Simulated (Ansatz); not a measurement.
# CO2: properties at the relaxed cell

The task, for CO2: measure the bulk modulus from energies at several volumes.

Program: Ansatz 0.2.0. Level of theory: DFT PBEsol, scalar-relativistic, plane waves, PAW. These are calculated values, not measurements.

1 further run of the same task is left out (set aside as unsound or not needed). Runs told in other sessions of the task aren't counted.

### Step 1. The starting structure

The structure is tetragonal, space group I-42d (No. 122). The conventional cell has a = 3.918 Å, b = 3.918 Å, c = 5.937 Å, α = 90.00°, β = 90.00°, γ = 90.00°. Around C (site symmetry -4) lie 4 O at 1.39 Å. O (site symmetry 2) has 2 C at 1.39 Å in its first shell of neighbours.

As a file:

```
CELL_PARAMETERS angstrom
-1.95895 1.95895 2.96865
1.95895 -1.95895 2.96865
1.95895 1.95895 -2.96865
ATOMIC_POSITIONS crystal
C 0.75000 0.25000 0.50000
C 0.00000 0.00000 0.00000
O 0.70777 0.12500 0.08277
O 0.04223 0.62500 0.91723
O 0.37500 0.29223 0.41723
O 0.87500 0.95777 0.58277
```

It goes back to an entry of the Materials Project, which need not be the stable form.

It is the result of an earlier relaxation at this level (volume 7.59 Å³/atom; gap on the mesh: 7.65 eV).

### Step 2. The cell scaled to 0.97 of its volume

The input, input.yaml:

```yaml
crystal:
  lattice:
    - [-1.9391573269, 1.9391573269, 2.9386579756]
    - [1.9391573269, -1.9391573269, 2.9386579756]
    - [1.9391573269, 1.9391573269, -2.9386579756]
  atoms:
    - { symbol: C, position: [0.75, 0.25, 0.5] }
    - { symbol: C, position: [0.0, 0.0, 0.0] }
    - { symbol: O, position: [0.707769775, 0.125, 0.082769775] }
    - { symbol: O, position: [0.042230225, 0.625, 0.917230225] }
    - { symbol: O, position: [0.375, 0.292230225, 0.417230225] }
    - { symbol: O, position: [0.875, 0.957769775, 0.582769775] }
basis:
  ecutwfc: 420
kpoints:
  mp_grid: { grid: [8, 8, 8] }
hamiltonian:
  xc: pbesol
scf:
  occupations: { method: gaussian, width: 0.02 }
output:
  forces: true
  stress: true
  eigenvalues: true
  write_density: true
  write_potential: true
  elf: true
  volumetric_format: npy
relax:
  adjacent_minimum: "off"
  f_tol: 0.01
  max_steps: 30
  cell: { stress_tol: 0.1, fix: [volume] }
```

The run is started by

```console
$ ansatz run input.yaml --threads 2 --pin off --max-ram 5120MiB --backend cpu --events-out ev --progress --plain --runs-dir out
```

### Step 3. Point at V/V0 = 1.03

Changes to input.yaml since step 2:

```diff
@@ -2,5 +2,5 @@
   lattice:
-    - [-1.9391573269, 1.9391573269, 2.9386579756]
-    - [1.9391573269, -1.9391573269, 2.9386579756]
-    - [1.9391573269, 1.9391573269, -2.9386579756]
+    - [-1.9783427798, 1.9783427798, 2.9980408025]
+    - [1.9783427798, -1.9783427798, 2.9980408025]
+    - [1.9783427798, 1.9783427798, -2.9980408025]
   atoms:
```

### Step 4. Volume × 0.94

The input, input.yaml:

```yaml
crystal:
  lattice:
    - [-1.9124655209, 1.9124655209, 2.9278176488]
    - [1.9124655209, -1.9124655209, 2.9278176488]
    - [1.9124655209, 1.9124655209, -2.9278176488]
  atoms:
    - { symbol: C, position: [0.75, 0.25, 0.5] }
    - { symbol: C, position: [0.0, 0.0, 0.0] }
    - { symbol: O, position: [0.7024847511, 0.125, 0.0774847511] }
    - { symbol: O, position: [0.0475152489, 0.625, 0.9225152489] }
    - { symbol: O, position: [0.375, 0.2975152489, 0.4225152489] }
    - { symbol: O, position: [0.875, 0.9524847511, 0.5774847511] }
basis:
  ecutwfc: 420
kpoints:
  mp_grid: { grid: [8, 8, 8] }
hamiltonian:
  xc: pbesol
scf:
  occupations: { method: gaussian, width: 0.02 }
output:
  forces: true
  stress: true
  eigenvalues: true
relax:
  adjacent_minimum: "off"
  f_tol: 0.01
  max_steps: 30
  cell: { stress_tol: 0.1, fix: [volume] }
```

### Step 5. Volume × 1.06

The input, input.yaml:

```yaml
crystal:
  lattice:
    - [-2.0039886628, 2.0039886628, 3.0068983299]
    - [2.0039886628, -2.0039886628, 3.0068983299]
    - [2.0039886628, 2.0039886628, -3.0068983299]
  atoms:
    - { symbol: C, position: [0.75, 0.25, 0.5] }
    - { symbol: C, position: [0.0, 0.0, 0.0] }
    - { symbol: O, position: [0.7128879358, 0.125, 0.0878879358] }
    - { symbol: O, position: [0.0371120642, 0.625, 0.9121120642] }
    - { symbol: O, position: [0.375, 0.2871120642, 0.4121120642] }
    - { symbol: O, position: [0.875, 0.9628879358, 0.5878879358] }
basis:
  ecutwfc: 420
kpoints:
  mp_grid: { grid: [8, 8, 8] }
hamiltonian:
  xc: pbesol
scf:
  occupations: { method: gaussian, width: 0.02 }
output:
  forces: true
  stress: true
  eigenvalues: true
relax:
  adjacent_minimum: "off"
  f_tol: 0.01
  max_steps: 30
  cell: { stress_tol: 0.1, fix: [volume] }
```

### Step 6. The cell scaled to 0.91 of its volume

The input, input.yaml:

```yaml
crystal:
  lattice:
    - [-1.8847062715, 1.8847062715, 2.9184848284]
    - [1.8847062715, -1.8847062715, 2.9184848284]
    - [1.8847062715, 1.8847062715, -2.9184848284]
  atoms:
    - { symbol: C, position: [0.75, 0.25, 0.5] }
    - { symbol: C, position: [0.0, 0.0, 0.0] }
    - { symbol: O, position: [0.6970490354, 0.125, 0.0720490354] }
    - { symbol: O, position: [0.0529509646, 0.625, 0.9279509646] }
    - { symbol: O, position: [0.375, 0.3029509646, 0.4279509646] }
    - { symbol: O, position: [0.875, 0.9470490354, 0.5720490354] }
basis:
  ecutwfc: 420
kpoints:
  mp_grid: { grid: [8, 8, 8] }
hamiltonian:
  xc: pbesol
scf:
  occupations: { method: gaussian, width: 0.02 }
output:
  forces: true
  stress: true
  eigenvalues: true
relax:
  adjacent_minimum: "off"
  f_tol: 0.01
  max_steps: 30
  cell: { stress_tol: 0.1, fix: [volume] }
```

### Step 7. Point at V/V0 = 1.10

The input, input.yaml:

```yaml
crystal:
  lattice:
    - [-2.0346833661, 2.0346833661, 3.0269302595]
    - [2.0346833661, -2.0346833661, 3.0269302595]
    - [2.0346833661, 2.0346833661, -3.0269302595]
  atoms:
    - { symbol: C, position: [0.75, 0.25, 0.5] }
    - { symbol: C, position: [0.0, 0.0, 0.0] }
    - { symbol: O, position: [0.7178860692, 0.125, 0.0928860692] }
    - { symbol: O, position: [0.0321139308, 0.625, 0.9071139308] }
    - { symbol: O, position: [0.375, 0.2821139308, 0.4071139308] }
    - { symbol: O, position: [0.875, 0.9678860692, 0.5928860692] }
basis:
  ecutwfc: 420
kpoints:
  mp_grid: { grid: [8, 8, 8] }
hamiltonian:
  xc: pbesol
scf:
  occupations: { method: gaussian, width: 0.02 }
output:
  forces: true
  stress: true
  eigenvalues: true
relax:
  adjacent_minimum: "off"
  f_tol: 0.01
  max_steps: 30
  cell: { stress_tol: 0.1, fix: [volume] }
```

### Step 8. Volume × 0.88

The input, input.yaml:

```yaml
crystal:
  lattice:
    - [-1.854908079, 1.854908079, 2.9136761946]
    - [1.854908079, -1.854908079, 2.9136761946]
    - [1.854908079, 1.854908079, -2.9136761946]
  atoms:
    - { symbol: C, position: [0.75, 0.25, 0.5] }
    - { symbol: C, position: [0.0, 0.0, 0.0] }
    - { symbol: O, position: [0.6913989748, 0.125, 0.0663989748] }
    - { symbol: O, position: [0.0586010252, 0.625, 0.9336010252] }
    - { symbol: O, position: [0.375, 0.3086010252, 0.4336010252] }
    - { symbol: O, position: [0.875, 0.9413989748, 0.5663989748] }
basis:
  ecutwfc: 420
kpoints:
  mp_grid: { grid: [8, 8, 8] }
hamiltonian:
  xc: pbesol
scf:
  occupations: { method: gaussian, width: 0.02 }
output:
  forces: true
  stress: true
  eigenvalues: true
relax:
  adjacent_minimum: "off"
  f_tol: 0.01
  max_steps: 30
  cell: { stress_tol: 0.1, fix: [volume] }
```

(Steps that only read results are left out.)

What does the calculation give? Wanted: equilibrium volume of the fit; bulk modulus.

As calculated:

```
                     quantity         value
equilibrium volume of the fit  7.59 Å³/atom
                 bulk modulus       144 GPa
      its pressure derivative           3.6
```

The fit puts the minimum at 7.59 Å³/atom with B = 144 GPa and B' = 3.6. The gap on the mesh goes from 7.58 eV at the smallest volume to 7.46 eV at the largest, through a peak of 7.66 eV between.
